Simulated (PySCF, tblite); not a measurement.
# C5H12BOP: geometry, infrared bands and NMR shifts

What infrared bands and NMR shifts should C5H12BOP (`PB[C@H]1CCCOC1`) show?

Computed with tblite 0.8.0 and PySCF 2.14.0, with density-fitted response routines of our own, on a single molecule in the gas phase. Atoms are numbered from 0 throughout.

## (1) Starting geometry

20 atoms, charge 0, multiplicity 1; geometry from: force field or distance geometry start.

Bonds of the start (Å): P0–B1 1.92, B1–C2 1.57, C2–C3 1.48, C3–C4 1.50, C4–C5 1.51, C5–O6 1.38, O6–C7 1.38, C7–C2 1.50, P0–H8 1.44, P0–H9 1.45, B1–H10 1.19, C2–H11 1.13, C3–H12 1.12, C3–H13 1.13, C4–H14 1.11, C4–H15 1.10, C5–H16 1.11, C5–H17 1.10, C7–H18 1.11, C7–H19 1.12.

## (2) Relaxing the molecule with GFN2-xTB

Job settings and geometry (Å):

```
{"job": {"kind": "relax", "xc": "GFN2-xTB", "basis": "xTB"}, "charge": 0, "multiplicity": 1}
P      2.958700     0.461100     0.099400
B      1.769600    -0.658000    -0.914900
C      0.202700    -0.589800    -0.853000
C     -0.241400    -1.078600     0.473200
C     -1.515300    -0.492300     1.004900
C     -1.757900     0.927700     0.561500
O     -1.513900     1.136100    -0.784800
C     -0.241100     0.803600    -1.198700
H      2.603500     1.858200     0.066700
H      3.131000     0.050500     1.474400
H      2.261000    -1.517200    -1.572500
H     -0.237300    -1.270300    -1.633800
H      0.558000    -0.990300     1.256100
H     -0.417400    -2.186900     0.373900
H     -1.445800    -0.490200     2.114700
H     -2.394400    -1.083500     0.718000
H     -2.834100     1.150500     0.749300
H     -1.192500     1.591300     1.234400
H      0.531100     1.523500    -0.857900
H     -0.229700     0.865300    -2.314100
```

Started as:

```
> OMP_NUM_THREADS=1 python probes_run.py task.json out
```

The driver reads the jobs from task.json and runs them one after another.

**Question.** This job is followed by: GFN2-xTB harmonic vibrations, gas phase; GIAO PBE0/pcSseg-1 NMR shielding, non-relativistic, gas phase. Predict these results of the whole session: strongest single infrared mode (GFN2-xTB); zero-point energy (GFN2-xTB); ¹³C shifts against TMS (PBE0/pcSseg-1); ¹H shifts against TMS (PBE0/pcSseg-1, means over atoms taken as alike); ³¹P shifts against H3PO4 (PBE0/pcSseg-1); ¹¹B shifts against BF3·OEt2 (PBE0/pcSseg-1); ¹⁷O shifts against H2O (PBE0/pcSseg-1).

**Answer**, as computed:

| quantity | value |
| --- | --- |
| strongest single infrared mode (GFN2-xTB) | 1096 cm⁻¹, 194 km/mol |
| zero-point energy (GFN2-xTB) | 102.2 kcal/mol |
| ¹³C shifts against TMS (PBE0/pcSseg-1) | 73.2, 71.8, 42.1, 29.8, 29.4 ppm |
| ¹H shifts against TMS (PBE0/pcSseg-1, means over atoms taken as alike) | 8.91, 4.18, 3.91, 3.56, 3.50, 2.79, 2.44, 1.71, 1.65, 1.38, 1.17 ppm |
| ³¹P shifts against H3PO4 (PBE0/pcSseg-1) | -194.1 ppm |
| ¹¹B shifts against BF3·OEt2 (PBE0/pcSseg-1) | 93.5 ppm |
| ¹⁷O shifts against H2O (PBE0/pcSseg-1) | 52.6 ppm |

What this shows: Over 101 steps the energy fell by 1.583 eV; of the close pairs, P0–H9 changed most, 1.445 to 1.379 Å. All 54 modes are real, so the xTB geometry is a minimum. The strongest single mode, at 1096 cm⁻¹, has its largest shares on B1, C2, H10 and H9 (the list is cut at 4 atoms). Unscaled tight-binding wavenumbers are off by several per cent, some by more. Its intensities can rank the bands wrongly. At PBE0/pcSseg-1: The widest tensor belongs to B1: span 224 ppm, with a paramagnetic part of -189 ppm.
